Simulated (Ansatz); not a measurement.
# CuPt: properties at the relaxed cell

One table from this session's results is given with a row withheld; the runs are named, their logs left out.

Method: DFT PBEsol, scalar-relativistic, plane waves, PAW, in Ansatz 0.2.0.

1 further run of the same task is left out (set aside as unsound or not needed).

## The starting structure

Symmetry: R-3m, No. 166, trigonal system. The conventional cell has a = 2.702 Å, b = 2.702 Å, c = 12.723 Å, α = 90.00°, β = 90.00°, γ = 120.00°. Cu (site symmetry -3m) has 6 Pt at 2.63 Å and 6 Cu at 2.70 Å as nearest neighbours. Around Pt (site symmetry -3m) lie 6 Cu at 2.63 Å and 6 Pt at 2.70 Å.

As a file:

```cif
data_structure
_symmetry_space_group_name_H-M 'P 1'
_symmetry_Int_Tables_number 1
_cell_length_a 4.5188
_cell_length_b 4.5188
_cell_length_c 4.5188
_cell_angle_alpha 34.786
_cell_angle_beta 34.786
_cell_angle_gamma 34.786
_cell_volume 26.81
loop_
_atom_site_label
_atom_site_type_symbol
_atom_site_fract_x
_atom_site_fract_y
_atom_site_fract_z
_atom_site_occupancy
Cu1 Cu 0.00000 0.00000 0.00000 1
Pt1 Pt 0.50000 0.50000 0.50000 1
```

It goes back to an entry of the Materials Project, which need not be the stable form.

This cell was relaxed beforehand with the same method: volume 13.40 Å³/atom, gap on the mesh none (metal).

Set-up of the first run:

Input file input.yaml:

```yaml
crystal:
  lattice:
    - [1.3371512956, 0.7720046605, 4.1982501122]
    - [-1.3371512956, 0.7720046605, 4.1982501122]
    - [0.0, -1.5440093209, 4.1982501122]
  atoms:
    - { symbol: Cu, position: [0.0, 0.0, 0.0] }
    - { symbol: Pt, position: [0.5, 0.5, 0.5] }
basis:
  ecutwfc: 420
kpoints:
  mp_grid: { grid: [18, 18, 18] }
hamiltonian:
  xc: pbesol
scf:
  occupations: { method: gaussian, width: 0.1 }
output:
  forces: true
  stress: true
  eigenvalues: true
relax:
  adjacent_minimum: "off"
  f_tol: 0.01
  max_steps: 30
  cell: { stress_tol: 0.1, fix: [volume] }
```

Run with:

```console
ansatz run input.yaml --threads 1 --pin off --max-ram 2560MiB --backend cpu --events-out ev --progress --plain --runs-dir out
```

Among the steps run: Point at V/V0 = 0.97; The cell scaled to 1.03 of its volume; The cell scaled to 0.94 of its volume; The cell scaled to 1.06 of its volume; Point at V/V0 = 0.91; Point at V/V0 = 1.10; Volume × 0.88.

One table of the session follows, with a row left open; its other results are not shown here.

It belongs to the step «Equation of state». 

| volume (Å³/atom) | energy above the lowest point (meV/atom) | pressure (GPa) |
| --- | --- | --- |
| 11.795 | 178.9 | 40.62 |
| 12.197 | 94.0 | 27.51 |
| 12.599 | ? | ? |
| 13.001 | 9.2 | 7.55 |
| 13.404 | 0.0 | 0.01 |
| 13.806 | 8.1 | -6.25 |
| 14.208 | 30.5 | -11.43 |
| 14.744 | 78.4 | -16.94 |

Estimate the missing values for volume (Å³/atom) = 12.599.

Worked estimate for «energy above the lowest point (meV/atom)». A straight line through the neighbours (12.197, 94.0) and (13.001, 9.2) gives 94.0 + (9.2 − 94.0) × (12.599 − 12.197) / (13.001 − 12.197) = 51.6; a parabola fitted to 4 rows on both sides gives 39.0.

As computed: energy above the lowest point (meV/atom): 39.1; pressure (GPa): 16.61. In «energy above the lowest point (meV/atom)» the line misses by +12.5 and the parabola by -0.1.
